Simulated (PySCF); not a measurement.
# GeF+: from the state search to spectroscopic constants

One job finds the state of GeF+, follows it along the bond with each method and fits the curves.

Method: Ge jorge-DZP-DKH, F jorge-DZP-DKH, spin-free X2C with a Gaussian nucleus; program: PySCF 2.14.0.

**1. Set-up**

A driver script around PySCF takes these settings:

- atoms: Ge, F
- charge: 1
- basis: Ge jorge-DZP-DKH, F jorge-DZP-DKH
- Hamiltonian: spin-free X2C with a Gaussian nucleus
- basis functions: 58
- electrons treated: 40
- masses in u: 73.9212, 18.9984
- levels: PBE0, PBE, r²SCAN, M06-2X, TPSSh, BHandHLYP, LC-ωPBE, HF, MP2, SCS-MP2, CCSD, CCSD(T)
- grid: 80 radial by 434 angular points
- occupations: held fixed by the projection of orbital angular momentum
- dissociation limit: Ge+ + F, each in its ground configuration
- starting distance in angstrom: 1.875
- values of 2S to try: 0, 2

On the command line:

```console
OMP_NUM_THREADS=1 python dia.py task.json out
```

The runs that follow: The PBE0 curve of the state that the search chose; Other states along the same grid; PBE (GGA); r²SCAN (meta-GGA); M06-2X; TPSSh; BHandHLYP; LC-ωPBE (range-separated hybrid); RHF; MP2 and coupled cluster.

What does the calculation give? Wanted: for each run, Re; ωe; De; μ.

The runs gave:

Lowest PBE0 solution found, without spin–orbit coupling: ¹Σ⁺ (singlet), closed shell. State 2 has its PBE0 minimum 5.07 eV higher. The other levels ran on the lowest alone.

| level | Re (Å) | ωe (cm⁻¹) | De (eV) | μ (D) |
| --- | --- | --- | --- | --- |
| RHF | 1.658 | 840 | 3.22 | -3.44 |
| RHF-MP2 | 1.677 | 800 | 5.32 | n/a |
| RHF-SCS-MP2 | 1.679 | 796 | 5.11 | n/a |
| RHF-CCSD | 1.674 | 804 | 4.93 | n/a |
| RHF-CCSD(T) | 1.679 | 792 | 5.06 | n/a |
| PBE | 1.703 | 749 | 5.86 | -2.86 |
| r²SCAN | 1.680 | 790 | 5.60 | -2.87 |
| TPSSh | 1.688 | 778 | 5.46 | -2.96 |
| PBE0 | 1.679 | 794 | 5.31 | -3.06 |
| BHandHLYP | 1.668 | 819 | 4.82 | -3.26 |
| M06-2X | 1.677 | 812 | 5.06 | -3.23 |
| LC-ωPBE | 1.668 | 826 | 5.40 | -3.00 |

De is counted to Ge+ + F in their ground configurations. A positive dipole points from Ge to F; in an ion it is taken about the centre of mass and does not tell which atom is negative.

Differences from CCSD(T) in the same basis:

| level | Re (mÅ) | ωe (%) |
| --- | --- | --- |
| RHF | -21 | +6.1 |
| RHF-MP2 | -2 | +1.0 |
| RHF-SCS-MP2 | 0 | +0.5 |
| RHF-CCSD | -4 | +1.5 |
| PBE | +24 | -5.4 |
| r²SCAN | +1 | -0.3 |
| TPSSh | +9 | -1.8 |
| PBE0 | +1 | +0.2 |
| BHandHLYP | -11 | +3.3 |
| M06-2X | -2 | +2.5 |
| LC-ωPBE | -11 | +4.2 |

In words: Judged by CCSD(T) in the same basis: best bond length RHF-SCS-MP2 (0 mÅ), worst PBE (+24 mÅ); best wavenumber PBE0 (+0.2 %), worst RHF (+6.1 %). Hartree–Fock falls on the short and stiff side, its usual fault. PBE gives a bond that is too long and too soft, as GGAs tend to. CCSD(T) in a basis this small is itself some way from its limit, more so than the functionals. Among the levels with a De in the table, it runs from 3.22 eV (RHF) to 5.86 eV (PBE).

Correlated steps freeze 10 core orbitals.
